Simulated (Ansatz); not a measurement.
# C₂H₁₂ClGeNSi₂: one species, many methods

The task here is to estimate one member of a computed series from the others.

Program: Ansatz 0.2.0, Gaussian basis. Level of theory: functionals in def2-TZVPP, the program's frozen cores in correlated methods. These are calculated values, not measurements.

Levels to be run: LDA (SPW92), PBE-D4, revPBE-D4, BLYP-D4, r2SCAN-D4, B97M-V, PBE0-D4, B3LYP-D4, r2SCANh-D4, r2SCAN0-D4, HSE06-D4, BHLYP-D4, CAM-B3LYP-D4, LC-ωPBE, ωB97X-V, ωB97M-V, B2PLYP, PBE-QIDH; CCSD(T)/def2-SVP; CCSD(T)/def2-TZVPP; MP2/def2-QZVPP; extrapolation to the limit; RPA on PBE.

## Structure used throughout

All runs share one geometry, relaxed beforehand with PBE0-D4 in a triple-zeta def2 set.

SMILES `C[SiH](C)[N]([GeH3])[SiH2]Cl`, 19 atoms, charge 0, spin multiplicity 1.

Atoms are counted from 1 here; the program's logs count them from 0.

Bond lengths: C1–Si2 1.865 Å, C1–H8 1.092 Å, C1–H9 1.094 Å, C1–H10 1.093 Å, Si2–C3 1.866 Å, Si2–N4 1.749 Å, Si2–H11 1.492 Å, C3–H12 1.093 Å, C3–H13 1.094 Å, C3–H14 1.093 Å, N4–Ge5 1.860 Å, N4–Si6 1.703 Å, Ge5–H15 1.537 Å, Ge5–H16 1.537 Å, Ge5–H17 1.536 Å, Si6–Cl7 2.070 Å, Si6–H18 1.483 Å, Si6–H19 1.479 Å. Angles: Si2–C1–H8 111.9°, Si2–C1–H9 109.2°, Si2–C1–H10 111.8°, H8–C1–H9 107.9°, H8–C1–H10 108.3°, H9–C1–H10 107.6°, C1–Si2–C3 110.6°, C1–Si2–N4 109.8°, C1–Si2–H11 109.6°, C3–Si2–N4 110.8°, C3–Si2–H11 108.8°, N4–Si2–H11 107.2°, Si2–C3–H12 110.3°, Si2–C3–H13 110.9°, Si2–C3–H14 111.5°, H12–C3–H13 108.3°, H12–C3–H14 108.0°, H13–C3–H14 107.7° and more.

The first run:

in.yaml

```yaml
crystal:
  periodic: [false, false, false]
  atoms:
    - {symbol: C, position_ang: [-1.770416, -1.452493, -0.348254]}
    - {symbol: Si, position_ang: [-0.237072, -0.848891, 0.525360]}
    - {symbol: C, position_ang: [1.259975, -1.808521, -0.038762]}
    - {symbol: N, position_ang: [-0.023968, 0.862335, 0.232005]}
    - {symbol: Ge, position_ang: [1.218172, 1.778015, 1.270359]}
    - {symbol: Si, position_ang: [-0.698720, 1.676547, -1.102912]}
    - {symbol: Cl, position_ang: [0.096498, 1.019096, -2.897830]}
    - {symbol: H, position_ang: [-2.664467, -0.922449, -0.013587]}
    - {symbol: H, position_ang: [-1.910264, -2.516155, -0.135938]}
    - {symbol: H, position_ang: [-1.689675, -1.340470, -1.432904]}
    - {symbol: H, position_ang: [-0.396586, -1.026845, 1.998210]}
    - {symbol: H, position_ang: [1.407288, -1.682986, -1.114710]}
    - {symbol: H, position_ang: [1.140410, -2.875327, 0.169631]}
    - {symbol: H, position_ang: [2.167027, -1.470184, 0.468406]}
    - {symbol: H, position_ang: [2.275309, 2.418750, 0.356772]}
    - {symbol: H, position_ang: [0.497238, 2.864156, 2.084605]}
    - {symbol: H, position_ang: [1.862030, 0.742162, 2.203708]}
    - {symbol: H, position_ang: [-0.375553, 3.120146, -0.997981]}
    - {symbol: H, position_ang: [-2.157227, 1.463124, -1.226178]}
basis:
  gaussian: {orbitals: def2-TZVPP}
hamiltonian: {xc: lda}
output: {orbitals: {seedname: orbitals}}
```

On the command line:

```sh
ansatz run in.yaml --threads 4 --pin off --events-out ev --progress --plain --max-ram 66560MiB --backend cuda --devices 0, --max-vram 37GiB
```

Steps of the session up to this table: LDA; PBE-D4 (GGA); revPBE-D4 (GGA); BLYP-D4 (GGA); r2SCAN-D4 (meta-GGA); B97M-V (meta-GGA); B3LYP-D4 (hybrid); r2SCANh-D4 (hybrid); r2SCAN0-D4 (hybrid); HSE06-D4 (hybrid); BHLYP-D4 (hybrid); CAM-B3LYP-D4 (range-separated); LC-ωPBE (range-separated); ωB97X-V (range-separated); ωB97M-V (range-separated); B2PLYP (double hybrid); PBE-QIDH (double hybrid).

One table of the session follows, with a row left open; its other results are not shown here.

It belongs to the step «Frontier levels by functional». 

| functional | HOMO (eV) | gap (eV) |
| --- | --- | --- |
| LDA (SPW92) | -6.37 | 5.30 |
| PBE-D4 | -6.27 | 5.48 |
| revPBE-D4 | -6.22 | 5.56 |
| BLYP-D4 | -6.14 | 5.52 |
| r2SCAN-D4 | -6.56 | 6.06 |
| B97M-V | -6.71 | 6.10 |
| PBE0-D4 | -7.56 | 7.63 |
| B3LYP-D4 | -7.33 | 7.23 |
| r2SCANh-D4 | -7.04 | 6.84 |
| r2SCAN0-D4 | -7.76 | 8.00 |
| HSE06-D4 | -7.16 | 6.86 |
| BHLYP-D4 | -8.77 | 9.79 |
| CAM-B3LYP-D4 | -8.89 | 10.03 |
| LC-ωPBE | ? | ? |
| ωB97X-V | -9.90 | 12.02 |
| ωB97M-V | -9.79 | 11.64 |

Q: Estimate the row for LC-ωPBE from the others.

As computed: HOMO (eV): -10.23; gap (eV): 12.51. In the column «HOMO (eV)» it is the lowest.
